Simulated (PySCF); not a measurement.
# CsMg+: bond curves at several levels of theory

The task here is to estimate one member of a computed series from the others.

Program: PySCF 2.14.0. Level of theory: Cs def2-SVPD with ECP46, Mg def2-SVPD, scalar-relativistic core potentials. These are calculated values, not measurements.

The first run:

The job is set up so:

* atoms: Cs, Mg
* charge: 1
* basis: Cs def2-SVPD with ECP46, Mg def2-SVPD
* Hamiltonian: scalar-relativistic core potentials
* basis functions: 48
* electrons treated: 20
* masses in u: 132.9054, 23.9850
* levels: PBE0, PBE, r²SCAN, B3LYP, B97-3, M06-L, CAM-B3LYP, HF, MP2, SCS-MP2, CCSD, CCSD(T)
* grid: 80 radial by 434 angular points
* occupations: held fixed by the projection of orbital angular momentum
* dissociation limit: Cs+ + Mg, each in its ground configuration
* starting distance in angstrom: 3.660
* values of 2S to try: 0, 2

Started as:

```console
$ OMP_NUM_THREADS=1 python dia.py task.json out
```

Steps of the session up to this table: Set-up; First curve: PBE0; Higher solutions at PBE0; PBE (GGA); r²SCAN; B3LYP (global hybrid GGA); B97-3 (global hybrid GGA); M06-L; CAM-B3LYP; RHF; Correlated methods on the Hartree–Fock reference.

One table of the session follows, with a row left open; its other results are not shown here.

It belongs to the step «The curves together». Energy (eV) from each level's lowest point:

```
R (Å)    RHF  RHF-MP2  RHF-SCS-MP2  RHF-CCSD  RHF-CCSD(T)
3.649  0.206    0.139        0.149       n/a          n/a
3.819  0.115    0.067        0.073     0.068        0.065
3.988  0.057    0.025        0.029     0.026        0.024
4.116  0.030    0.008        0.011     0.009        0.007
4.243  0.013    0.001        0.002     0.001        0.000
4.370  0.004    0.000        0.000     0.000        0.000
4.540  0.000    0.006        0.005     0.006        0.007
4.752      ?        ?            ?         ?            ?
5.007  0.018    0.044        0.040     0.043        0.045
5.346  0.040    0.075        0.069       n/a          n/a
```

Estimate the missing values for R (Å) = 4.752.

Worked estimate for «RHF». A straight line through the neighbours (4.540, 0.000) and (5.007, 0.018) gives 0.000 + (0.018 − 0.000) × (4.752 − 4.540) / (5.007 − 4.540) = 0.008; a parabola fitted to 4 rows on both sides gives 0.006.

As computed: RHF: 0.005; RHF-MP2: 0.022; RHF-SCS-MP2: 0.018; RHF-CCSD: 0.021; RHF-CCSD(T): 0.022. In «RHF» the line misses by +0.003 and the parabola by +0.001.

State 2 has its PBE0 minimum 2.21 eV higher. The other levels ran on the lowest alone.

To keep in mind: The bond is weak, and basis-set superposition, which was not computed, may be a sizeable part of it.
